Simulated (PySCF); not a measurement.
# C2H4Br2 (1,1-dibromoethane): the cost of one run

Computed with PySCF 2.14.0, with density-fitted response routines of our own, on a single molecule in the gas phase. Atoms are numbered from 0 throughout.

### 1 The molecule as given

8 atoms, charge 0, multiplicity 1; geometry from: MMFF94s. The atoms were then displaced at random by about 0.03 Å, so the start is not that level's minimum.

Bonds of the start (Å): C0–C1 1.46, C1–Br2 1.92, C1–Br3 1.97, C0–H4 1.16, C0–H5 1.01, C0–H6 1.15, C1–H7 1.10.

### 2 Relaxing the molecule at PBE0-D3(BJ)/def2-SVP

The job: settings as JSON, then the geometry in Å.

```
{"job": {"xc": "PBE0", "basis": "def2-SVP", "d3": "d3bj", "grid": 1, "shake": 0.03, "kind": "geom"}, "charge": 0, "multiplicity": 1}
C     -0.707320    -0.378640    -0.016240
C      0.618370     0.208960     0.176680
Br     1.839440    -0.867210    -0.849910
Br     0.817630     2.107060    -0.330690
H     -1.080430    -0.264150    -1.112350
H     -0.860600    -1.335550     0.273390
H     -1.467480     0.265210     0.557190
H      0.978610     0.178680     1.218230
```

Started as:

```sh
OMP_NUM_THREADS=1 python probes_run.py task.json out
```

One launch serves the whole session: the jobs run in the order shown.

Q: Estimate the wall time and peak memory of this first job on 1 thread of Arm Neoverse V1, shared host.

About 44 s, with a peak of 0.44 GiB.
